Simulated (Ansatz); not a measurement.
# CH₉BSSi₂: how energies converge with the basis set

The task here is to estimate one member of a computed series from the others.

Method: one geometry, several basis sets; program: Ansatz 0.2.0, Gaussian basis.

The runs, in order: PBE0-D4/def2-SVP; ωB97M-V/def2-SVP; PBE0-D4/def2-QZVPP; ωB97M-V/def2-QZVPP; the functionals' def2-TZVPP values are taken from earlier runs.

## The relaxed structure

The geometry comes from an earlier relaxation with PBE0-D4 in a triple-zeta def2 set; it is a stationary point, not always the lowest conformer.

14 atoms, charge 0, spin multiplicity 1.

Atoms are counted from 1 here; the program's logs count them from 0.

Bond lengths: B1–Si2 1.959 Å, B1–S5 2.043 Å, B1–H6 1.199 Å, B1–H7 1.194 Å, Si2–C3 1.872 Å, Si2–Si4 2.334 Å, Si2–S5 2.268 Å, C3–H8 1.091 Å, C3–H9 1.092 Å, C3–H10 1.094 Å, Si4–H11 1.489 Å, Si4–H12 1.488 Å, Si4–H13 1.489 Å, S5–H14 1.344 Å. Angles: Si2–B1–S5 69.0°, Si2–B1–H6 114.9°, Si2–B1–H7 121.4°, S5–B1–H6 105.3°, S5–B1–H7 110.7°, H6–B1–H7 120.6°, B1–Si2–C3 122.8°, B1–Si2–Si4 123.2°, B1–Si2–S5 57.3°, C3–Si2–Si4 113.9°, C3–Si2–S5 107.7°, Si4–Si2–S5 104.9°, Si2–C3–H8 112.3°, Si2–C3–H9 110.2°, Si2–C3–H10 109.2°, H8–C3–H9 109.2°, H8–C3–H10 108.2°, H9–C3–H10 107.8° and more.

The first run:

Input file in.yaml:

```yaml
crystal:
  periodic: [false, false, false]
  atoms:
    - {symbol: B, position_ang: [-1.086322, 1.549037, -0.853033]}
    - {symbol: Si, position_ang: [-0.055590, 0.284001, 0.231119]}
    - {symbol: C, position_ang: [1.496405, 0.772752, 1.157385]}
    - {symbol: Si, position_ang: [-0.602402, -1.976549, 0.425252]}
    - {symbol: S, position_ang: [0.330467, 0.602231, -1.980552]}
    - {symbol: H, position_ang: [-0.722957, 2.689267, -0.780099]}
    - {symbol: H, position_ang: [-2.183489, 1.284197, -1.243697]}
    - {symbol: H, position_ang: [2.309952, 0.061584, 1.004818]}
    - {symbol: H, position_ang: [1.824685, 1.765932, 0.844531]}
    - {symbol: H, position_ang: [1.276920, 0.815047, 2.228371]}
    - {symbol: H, position_ang: [-1.573262, -2.321726, -0.648957]}
    - {symbol: H, position_ang: [-1.231331, -2.251218, 1.746028]}
    - {symbol: H, position_ang: [0.596023, -2.849736, 0.288854]}
    - {symbol: H, position_ang: [-0.391996, -0.454020, -2.391119]}
basis:
  gaussian: {orbitals: def2-SVP}
hamiltonian: {xc: pbe0, dispersion: d4}
output: {orbitals: {seedname: orbitals}}
```

Among the steps run: PBE0-D4 in def2-SVP; ωB97M-V in def2-SVP; PBE0-D4 in def2-QZVPP; ωB97M-V in def2-QZVPP.

One table of the session follows, with a row left open; its other results are not shown here.

It belongs to the step «Functionals by basis». 

| functional | basis | HOMO (eV) |
| --- | --- | --- |
| PBE0-D4 | def2-SVP | -6.93 |
| PBE0-D4 | def2-TZVPP | -6.93 |
| PBE0-D4 | def2-QZVPP | -6.94 |
| ωB97M-V | def2-SVP | -8.93 |
| ωB97M-V | def2-TZVPP | ? |
| ωB97M-V | def2-QZVPP | -8.97 |

Q: Estimate the row for ωB97M-V, def2-TZVPP from the others.

**Answer.** HOMO (eV): -8.96. In the column «HOMO (eV)» it lies between ωB97M-V, def2-QZVPP (-8.97) and ωB97M-V, def2-SVP (-8.93).
